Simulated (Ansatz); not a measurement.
# C2H10FNSi2: the cost of one run

Program: Ansatz 0.2.0. Level of theory: RKS PBE-D4/STO-3G. These are calculated values, not measurements.

## Step 1: Starting point

Bond lengths (14 of 15 bonds, heavy atoms first): C1–Si2 1.897 Å, Si2–C3 1.873 Å, C3–N4 1.497 Å, C3–F5 1.371 Å, C3–Si6 1.827 Å, C1–H7 1.050 Å, C1–H8 1.083 Å, C1–H9 1.116 Å, Si2–H10 1.490 Å, Si2–H11 1.475 Å, N4–H12 0.967 Å, N4–H13 1.072 Å, Si6–H14 1.487 Å, Si6–H15 1.468 Å. Angles (14 of 27 angles, heavy atoms first): C1–Si2–C3 114.8°, Si2–C3–N4 110.9°, Si2–C3–F5 107.2°, Si2–C3–Si6 108.1°, N4–C3–F5 102.7°, N4–C3–Si6 117.1°, F5–C3–Si6 110.5°, C1–Si2–H10 104.9°, C1–Si2–H11 109.2°, C3–Si2–H10 109.1°, C3–Si2–H11 111.3°, Si2–C1–H7 110.5°, Si2–C1–H8 107.0°, Si2–C1–H9 109.3°.

As a file:

```xyz
16

C     0.8357   -2.1308    0.5925
Si    0.7228   -0.7151   -0.6658
C     0.0246    0.8854    0.0116
N     0.4705    2.0536   -0.8121
F     0.6361    1.1151    1.2172
Si   -1.7752    0.6670    0.2396
H     1.3001   -2.9685    0.1623
H    -0.1765   -2.3642    0.8979
H     1.3569   -1.7687    1.5102
H     2.1260   -0.4847   -1.1118
H    -0.0341   -1.1737   -1.8453
H     1.4339    2.1319   -0.8115
H     0.0434    2.9082   -0.3264
H    -2.5048    0.3775   -1.0231
H    -2.3965    1.8689    0.8080
H    -2.0859   -0.4246    1.2010
```

## Step 2: Preparing the start

Input file input.yaml:

```yaml
crystal:
  periodic: [false, false, false]
  atoms:
    - { symbol: C, position_ang: [0.8357, -2.1308, 0.5925] }
    - { symbol: Si, position_ang: [0.7228, -0.7151, -0.6658] }
    - { symbol: C, position_ang: [0.0246, 0.8854, 0.0116] }
    - { symbol: "N", position_ang: [0.4705, 2.0536, -0.8121] }
    - { symbol: F, position_ang: [0.6361, 1.1151, 1.2172] }
    - { symbol: Si, position_ang: [-1.7752, 0.667, 0.2396] }
    - { symbol: H, position_ang: [1.3001, -2.9685, 0.1623] }
    - { symbol: H, position_ang: [-0.1765, -2.3642, 0.8979] }
    - { symbol: H, position_ang: [1.3569, -1.7687, 1.5102] }
    - { symbol: H, position_ang: [2.126, -0.4847, -1.1118] }
    - { symbol: H, position_ang: [-0.0341, -1.1737, -1.8453] }
    - { symbol: H, position_ang: [1.4339, 2.1319, -0.8115] }
    - { symbol: H, position_ang: [0.0434, 2.9082, -0.3264] }
    - { symbol: H, position_ang: [-2.5048, 0.3775, -1.0231] }
    - { symbol: H, position_ang: [-2.3965, 1.8689, 0.808] }
    - { symbol: H, position_ang: [-2.0859, -0.4246, 1.201] }
basis:
  gaussian: { orbitals: STO-3G }
hamiltonian:
  xc: pbe
  dispersion: d4
relax:
  f_tol: 0.02
  max_steps: 40
scf:
  lower_state_search: "off"
```

On the command line:

```
$ ansatz run input.yaml --threads 1 --pin off --max-ram 2048MiB --backend cpu --events-out ev --progress --plain --runs-dir out
```

**Question.** How long does this run take on 1 thread of Arm Neoverse V2, shared host, and how much memory does it need?

About 30 s, with a peak of 0.14 GiB.
